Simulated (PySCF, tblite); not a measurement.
# C4H10B2SSi: geometry, infrared bands and NMR shifts

Aim: predict the infrared bands and NMR shifts of C4H10B2SSi (`BBS[SiH2]CC#CC`).

Computed with tblite 0.8.0 and PySCF 2.14.0, with density-fitted response routines of our own, on a single molecule in the gas phase. Atoms count from 0, in the outputs and in this text.

### Step 1. The starting structure

18 atoms, charge 0, multiplicity 1; geometry from: force field or distance geometry start.

Bonds of the start (Å): B0–B1 1.64, B1–S2 1.88, S2–Si3 2.15, Si3–C4 1.87, C4–C5 1.48, C5–C6 1.21, C6–C7 1.48, B0–H8 1.18, B0–H9 1.20, B1–H10 1.17, Si3–H11 1.45, Si3–H12 1.49, C4–H13 1.09, C4–H14 1.11, C7–H15 1.09, C7–H16 1.12, C7–H17 1.09.

### Step 2. Relaxing the molecule with GFN2-xTB

Job settings and geometry (Å):

```
{"job": {"kind": "relax", "xc": "GFN2-xTB", "basis": "xTB"}, "charge": 0, "multiplicity": 1}
B     -3.555300     1.256000    -0.496400
B     -3.791900    -0.038200     0.483200
S     -2.367100    -1.263900     0.623600
Si    -0.796200    -0.666600    -0.723500
C      0.737300    -1.623000    -0.240900
C      1.913400    -0.730800    -0.378700
C      2.877500     0.001000    -0.464300
C      4.047200     0.898100    -0.535400
H     -2.465000     1.516100    -0.856100
H     -4.438400     2.048900    -0.646700
H     -4.834200    -0.332600     0.930800
H     -1.194900    -0.949100    -2.092200
H     -0.602800     0.790300    -0.492500
H      0.938000    -2.510000    -0.846800
H      0.635300    -1.876700     0.836000
H      4.907300     0.489200    -0.007700
H      3.789500     1.871000    -0.037600
H      4.191500     1.126700    -1.596100
```

Launch:

```bash
OMP_NUM_THREADS=1 python probes_run.py task.json out
```

This one command runs all jobs of the session in turn.

Standard output:

```text
step      E/eV     max force
  0    -572.21650    1.735
  1    -572.38659    1.672
  2    -572.35483    4.841
  3    -572.53210    0.583
  4    -572.55835    0.486
  5    -572.60967    0.410
  6    -572.62208    0.391
  7    -572.64342    0.263
  8    -572.65385    0.250
  9    -572.66622    0.274
 10    -572.67385    0.211
 11    -572.67940    0.158
 12    -572.68292    0.173
 13    -572.68630    0.165
 14    -572.69032    0.160
 15    -572.69540    0.179
 16    -572.70106    0.192
 17    -572.70636    0.170
 18    -572.71114    0.175
 19    -572.71623    0.171
 20    -572.72126    0.176
 21    -572.72535    0.190
 22    -572.72876    0.162
 23    -572.73270    0.154
 24    -572.73788    0.160
 25    -572.74403    0.170
 26    -572.74896    0.195
 27    -572.75250    0.207
 28    -572.75742    0.191
 29    -572.76504    0.223
 30    -572.77134    0.293
 31    -572.78057    0.344
 32    -572.78778    0.181
 33    -572.79719    0.228
 34    -572.80635    0.257
 35    -572.82340    0.318
 36    -572.83785    0.303
 37    -572.84764    0.432
 38    -572.85705    0.293
 39    -572.86258    0.223
 40    -572.87865    0.309
 41    -572.88740    0.269
 42    -572.90309    0.263
 43    -572.91243    0.199
 44    -572.91956    0.267
 45    -572.92966    0.274
 46    -572.93885    0.259
 47    -572.94958    0.204
 48    -572.95535    0.277
 49    -572.96497    0.197
 50    -572.97426    0.180
 51    -572.97704    0.128
 52    -572.97983    0.133
 53    -572.98224    0.116
 54    -572.98833    0.071
 55    -572.98948    0.073
 56    -572.99056    0.089
 57    -572.99128    0.098
 58    -572.99233    0.093
 59    -572.99324    0.065
 60    -572.99414    0.067
 61    -572.99515    0.070
 62    -572.99668    0.106
 63    -572.99899    0.149
 64    -573.00151    0.130
 65    -573.00321    0.108
 66    -573.00394    0.059
 67    -573.00455    0.050
 68    -573.00515    0.049
 69    -573.00574    0.054
 70    -573.00622    0.057
 71    -573.00682    0.053
 72    -573.00757    0.059
 73    -573.00832    0.059
 74    -573.00891    0.056
 75    -573.00939    0.057
 76    -573.00988    0.044
 77    -573.01031    0.050
 78    -573.01060    0.044
 79    -573.01077    0.044
 80    -573.01092    0.039
 81    -573.01114    0.044
 82    -573.01144    0.054
 83    -573.01171    0.037
 84    -573.01190    0.032
 85    -573.01202    0.027
 86    -573.01213    0.032
 87    -573.01224    0.032
 88    -573.01234    0.026
 89    -573.01245    0.035
 90    -573.01261    0.041
 91    -573.01290    0.054
 92    -573.01331    0.062
 93    -573.01375    0.044
 94    -573.01413    0.046
 95    -573.01453    0.058
 96    -573.01515    0.075
 97    -573.01617    0.088
 98    -573.01738    0.079
 99    -573.01835    0.060
100    -573.01911    0.059
101    -573.01985    0.070
102    -573.02075    0.074
103    -573.02179    0.075
104    -573.02294    0.082
105    -573.02412    0.079
106    -573.02560    0.080
107    -573.02681    0.197
108    -573.02888    0.211
109    -573.03031    0.458
110    -573.03292    0.136
111    -573.03459    0.100
112    -573.03538    0.101
113    -573.03590    0.096
114    -573.03672    0.104
115    -573.03759    0.084
116    -573.04017    0.100
117    -573.04187    0.092
118    -573.04350    0.090
119    -573.04485    0.072
120    -573.04586    0.053
121    -573.04655    0.057
122    -573.04686    0.053
123    -573.04715    0.034
124    -573.04734    0.030
125    -573.04748    0.035
126    -573.04771    0.036
127    -573.04794    0.030
128    -573.04818    0.036
129    -573.04834    0.031
130    -573.04843    0.019
131    -573.04850    0.018
132    -573.04857    0.028
133    -573.04865    0.022
134    -573.04872    0.022
135    -573.04877    0.015
136    -573.04880    0.013
137    -573.04883    0.012
138    -573.04885    0.012
139    -573.04886    0.008
```

It took 3.9 s on 1 thread of Intel Xeon at 2.50GHz, shared host; peak memory 0.18 GiB.

Relaxation path: (not every step is listed) (the energy doesn't fall at every step)

| step | energy from step 0 (eV) | largest force (eV/Å) |
| --- | --- | --- |
| 0 | 0.0000 | 1.7348 |
| 1 | -0.1701 | 1.6725 |
| 2 | -0.1383 | 4.8412 |
| 3 | -0.3156 | 0.5830 |
| 4 | -0.3419 | 0.4858 |
| 5 | -0.3932 | 0.4105 |
| 6 | -0.4056 | 0.3909 |
| 7 | -0.4269 | 0.2632 |
| 8 | -0.4374 | 0.2504 |
| 20 | -0.5048 | 0.1756 |
| 32 | -0.5713 | 0.1812 |
| 44 | -0.7031 | 0.2668 |
| 56 | -0.7741 | 0.0892 |
| 68 | -0.7886 | 0.0493 |
| 80 | -0.7944 | 0.0391 |
| 92 | -0.7968 | 0.0622 |
| 104 | -0.8064 | 0.0825 |
| 116 | -0.8237 | 0.1003 |
| 128 | -0.8317 | 0.0357 |
| 134 | -0.8322 | 0.0219 |
| 135 | -0.8323 | 0.0153 |
| 136 | -0.8323 | 0.0127 |
| 137 | -0.8323 | 0.0124 |
| 138 | -0.8324 | 0.0117 |
| 139 | -0.8324 | 0.0076 |

Close pairs (by a distance rule), those that changed most:

| bond | before (Å) | after (Å) | change (Å) |
| --- | --- | --- | --- |
| B1–S2 | 1.885 | 1.778 | -0.107 |
| C4–C5 | 1.483 | 1.444 | -0.039 |
| C7–H16 | 1.123 | 1.090 | -0.033 |
| Si3–C4 | 1.871 | 1.902 | +0.031 |
| C6–C7 | 1.476 | 1.448 | -0.027 |
| Si3–H12 | 1.488 | 1.462 | -0.026 |
| B0–H9 | 1.196 | 1.174 | -0.022 |
| C4–H14 | 1.111 | 1.093 | -0.018 |

The end geometry stands in the next job.

### Step 3. Vibrational analysis with GFN2-xTB

Job settings and geometry (Å):

```
{"job": {"kind": "ir", "xc": "GFN2-xTB", "basis": "xTB"}, "charge": 0, "multiplicity": 1}
B     -3.814107     1.069839    -0.619746
B     -3.905087    -0.360209     0.151213
S     -2.439777    -1.303850     0.502723
Si    -0.766292    -0.130375    -0.214269
C      0.720347    -1.290533     0.033871
C      1.964041    -0.631023    -0.286316
C      2.989568    -0.069718    -0.550452
C      4.237057     0.596317    -0.863508
H     -3.666291     2.087952    -0.054605
H     -3.858717     1.157303    -1.789841
H     -4.881770    -0.896832     0.526574
H     -0.971672     0.207445    -1.621356
H     -0.659155     1.077527     0.601913
H      0.612720    -2.178606    -0.594831
H      0.754713    -1.636078     1.070735
H      5.075787     0.041296    -0.443039
H      4.235695     1.603306    -0.446209
H      4.364181     0.662558    -1.944034
```

Standard output:

```text
mode    cm-1     km/mol
  1      30.8      0.77
  2      33.3      0.04
  3      36.9      0.15
  4      49.7      0.16
  5     108.2      0.03
  6     126.3      1.56
  7     135.3      2.80
  8     212.2      0.78
  9     217.0      6.71
 10     248.8      3.42
 11     284.0      1.08
 12     300.4      0.21
 13     354.0      1.47
 14     429.5     45.40
 15     476.7      0.17
 16     499.6     49.67
 17     558.2      8.69
 18     681.0     73.33
 19     690.7    447.02
 20     720.3      8.71
 21     753.6     35.83
 22     757.7     76.92
 23     767.0    176.61
 24     782.0     56.96
 25     816.0     36.31
 26     888.6     33.74
 27    1024.6     10.67
 28    1028.4      0.23
 29    1030.1     34.61
 30    1102.3      0.60
 31    1179.5     16.03
 32    1180.8      3.14
 33    1239.2    114.90
 34    1391.8      2.25
 35    1421.8      3.96
 36    1460.4      4.41
 37    1460.9      4.87
 38    2267.5    363.60
 39    2284.1    103.33
 40    2418.2      0.45
 41    2594.0    110.35
 42    2605.2     78.98
 43    2619.7    117.11
 44    2939.2     18.98
 45    2954.2     46.70
 46    2997.5     27.74
 47    2998.7     27.81
 48    3006.9     37.96
```

Wall time 2.4 s (1 thread of Intel Xeon at 2.50GHz, shared host); peak memory 0.18 GiB.

Which atoms move in the most intense modes:

| cm⁻¹ | km/mol | atoms |
| --- | --- | --- |
| 691 | 447.0 | H12 44 %, H11 39 %, Si3 12 % |
| 767 | 176.6 | H12 46 %, H11 44 % |
| 1239 | 114.9 | C4 37 %, C6 18 %, C5 18 % |
| 2268 | 363.6 | H12 49 %, H11 47 % |
| 2284 | 103.3 | H11 50 %, H12 48 % |
| 2594 | 110.3 | H10 91 % |
| 2605 | 79.0 | H9 59 %, H8 35 % |
| 2620 | 117.1 | H8 57 %, H9 33 %, B0 11 % |

### Step 4. Nuclear shieldings: PBE0/pcSseg-1

Same as in step 3 but for these lines:

```diff
@@ -1,2 +1,2 @@
-{"job": {"kind": "ir", "xc": "GFN2-xTB", "basis": "xTB"}, "charge": 0, "multiplicity": 1}
+{"job": {"kind": "nmr", "xc": "PBE0", "basis": "pcSseg-1"}, "charge": 0, "multiplicity": 1}
 B     -3.814107     1.069839    -0.619746
```

Method: GIAO PBE0/pcSseg-1 NMR shielding, non-relativistic, gas phase.

Standard output:

```text
coarse grid: 15968 points
cycle   1  E = -895.0871485310  dE =  7.132e-01  |g| = 4.091e-01  |ddm| = 4.301e+00
cycle   2  E = -895.0958437514  dE = -8.695e-03  |g| = 3.752e-01  |ddm| = 1.160e+00
cycle   3  E = -895.1357871778  dE = -3.994e-02  |g| = 5.166e-02  |ddm| = 5.718e-01
cycle   4  E = -895.1361274672  dE = -3.403e-04  |g| = 4.079e-02  |ddm| = 9.217e-02
cycle   5  E = -895.1365238166  dE = -3.963e-04  |g| = 1.156e-02  |ddm| = 3.893e-02
cycle   6  E = -895.1365556548  dE = -3.184e-05  |g| = 2.929e-03  |ddm| = 1.294e-02
cycle   7  E = -895.1365579536  dE = -2.299e-06  |g| = 7.050e-04  |ddm| = 4.148e-03
final grid: 144640 points
cycle   8  E = -895.1837685281  dE = -3.641e-05  |g| = 7.451e-03  |ddm| = 4.599e-02
cycle   9  E = -895.1837637786  dE =  4.750e-06  |g| = 8.449e-03  |ddm| = 1.698e-02
cycle  10  E = -895.1837833438  dE = -1.957e-05  |g| = 8.148e-04  |ddm| = 1.004e-02
cycle  11  E = -895.1837835514  dE = -2.076e-07  |g| = 2.254e-04  |ddm| = 1.473e-03
cycle  12  E = -895.1837835611  dE = -9.714e-09  |g| = 1.228e-04  |ddm| = 2.745e-04
cycle  13  E = -895.1837835644  dE = -3.338e-09  |g| = 4.355e-05  |ddm| = 1.265e-04
cycle  14  E = -895.1837835649  dE = -4.534e-10  |g| = 9.580e-06  |ddm| = 3.883e-05
converged SCF energy = -895.1837835649

GIAO shielding tensors (ppm)
atom      isotropic    diamagn.    paramagn.     s11        s22        s33       span
  0 B       -4.253     194.505    -198.757   -123.973    -28.534    139.748    263.722
  1 B       16.360     198.833    -182.473    -81.714     -1.141    131.936    213.651
  2 S      497.805    1061.301    -563.496    179.979    550.844    762.591    582.612
  3 Si     384.167     882.608    -498.441    360.971    367.175    424.354     63.383
  4 C      181.472     259.519     -78.046    166.730    174.739    202.949     36.219
  5 C      108.194     259.757    -151.564     21.700     25.364    277.517    255.817
  6 C      104.889     269.077    -164.188     18.791     23.189    272.687    253.896
  7 C      182.175     253.567     -71.392    174.509    174.981    197.035     22.527
  8 H       21.921      29.026      -7.105      9.460     25.055     31.249     21.789
  9 H       21.896      29.031      -7.135      9.488     25.044     31.155     21.668
 10 H       22.826      28.880      -6.055     16.233     25.465     26.778     10.545
 11 H       27.055      32.239      -5.184     23.071     26.718     31.375      8.304
 12 H       26.972      32.343      -5.372     23.067     26.599     31.249      8.182
 13 H       29.541      30.318      -0.777     23.809     29.465     35.350     11.541
 14 H       29.586      31.622      -2.036     23.705     29.634     35.420     11.716
 15 H       29.764      25.737       4.026     24.481     27.895     36.915     12.434
 16 H       29.802      31.228      -1.426     24.511     28.339     36.555     12.044
 17 H       29.808      28.538       1.270     24.620     28.136     36.667     12.047
```

It took 84 s on 1 thread of Intel Xeon at 2.50GHz, shared host; peak memory 1 GiB.

The references, computed at this level on geometries of the same kind, shield at (ppm): 1H TMS 31.72, 13C TMS 186.9, 29Si TMS 349.2, 11B BF3·OEt2 100.1, 33S CS2 504. Their shielding less the atom's gives the shift. The references are single molecules in the gas phase. Atoms listed in one row are averaged.

| atoms | environment | σ (ppm) | δ (ppm) | δ scaled to CDCl3 |
| --- | --- | --- | --- | --- |
| C6 | alkyne carbon | 104.9 | 82.0 | 78.2 |
| C5 | alkyne carbon | 108.2 | 78.7 | 74.9 |
| C4 | propargylic sp3 CH2 bonded to Si | 181.5 | 5.5 | 3.4 |
| C7 | propargylic methyl carbon | 182.2 | 4.8 | 2.7 |
| H8, H9 | hydrogen on a boron bonded to B | 21.91 | 9.81 | – |
| H10 | hydrogen on a boron bonded to B, S | 22.83 | 8.89 | – |
| H11, H12 | hydrogen on a silicon bonded to C, S | 27.01 | 4.70 | – |
| H13, H14 | hydrogen on a propargylic sp3 CH2 bonded to Si | 29.56 | 2.15 | 2.14 |
| H15, H16, H17 | hydrogen on a propargylic methyl carbon | 29.79 | 1.93 | 1.92 |
| B0 | boron bonded to B, 2 H | -4.3 | 104.3 | – |
| B1 | boron bonded to B, S, H | 16.4 | 83.7 | – |
| S2 | sulfur bonded to B, Si | 498 | 6 | – |
| Si3 | silicon bonded to C, S, 2 H | 384.2 | -35.0 | – |

The scaled column applies a straight-line fit of computed shieldings to shifts measured in CDCl3, with any fitted terms for Cl, Br or S neighbours (root-mean-square error 0.16 ppm for H, 1.9 ppm for C).

Charges from the same density, by scheme (e):

| atoms | Mulliken | IAO | Hirshfeld | ESP fit |
| --- | --- | --- | --- | --- |
| B0 | -0.08 | -0.09 | 0.08 | 0.15 |
| B1 | -0.02 | -0.17 | 0.03 | 0.08 |
| S2 | -0.39 | -0.11 | -0.09 | -0.33 |
| Si3 | 0.62 | 0.71 | 0.34 | 0.44 |
| C4 | -0.49 | -0.54 | -0.14 | -0.19 |
| C5 | -0.08 | -0.08 | -0.07 | -0.29 |
| C6 | -0.29 | -0.06 | -0.06 | 0.12 |
| C7 | -0.19 | -0.43 | -0.10 | -0.54 |

Mayer bond orders: B0–B1 1.05, B1–S2 1.23, S2–Si3 0.90, Si3–C4 0.89, C4–C5 1.17, C5–C6 2.56, C6–C7 1.23.

### Step 5. Outcome

```
                                                              quantity                             value
                             strongest single infrared mode (GFN2-xTB)              691 cm⁻¹, 447 km/mol
                                          zero-point energy (GFN2-xTB)                     77.4 kcal/mol
                                13C shifts against TMS (PBE0/pcSseg-1)          82.0, 78.7, 5.5, 4.8 ppm
1H shifts against TMS (PBE0/pcSseg-1, means over atoms taken as alike)  9.81, 8.89, 4.70, 2.15, 1.93 ppm
                           11B shifts against BF3·OEt2 (PBE0/pcSseg-1)                   104.3, 83.7 ppm
                                33S shifts against CS2 (PBE0/pcSseg-1)                             6 ppm
                               29Si shifts against TMS (PBE0/pcSseg-1)                         -35.0 ppm
```

Relaxing lowered the energy by 0.832 eV in 139 steps; the close pair that moved most is B1–S2, from 1.885 to 1.778 Å. All 48 modes are real, so the xTB geometry is a minimum. The strongest single mode, at 691 cm⁻¹, moves mainly H12 and H11. GFN2-xTB is a fitted tight-binding method: band positions and strengths are rough. Its intensities can rank the bands wrongly. At PBE0/pcSseg-1: The largest span, 583 ppm, is at S2, where the paramagnetic term is -563 ppm.
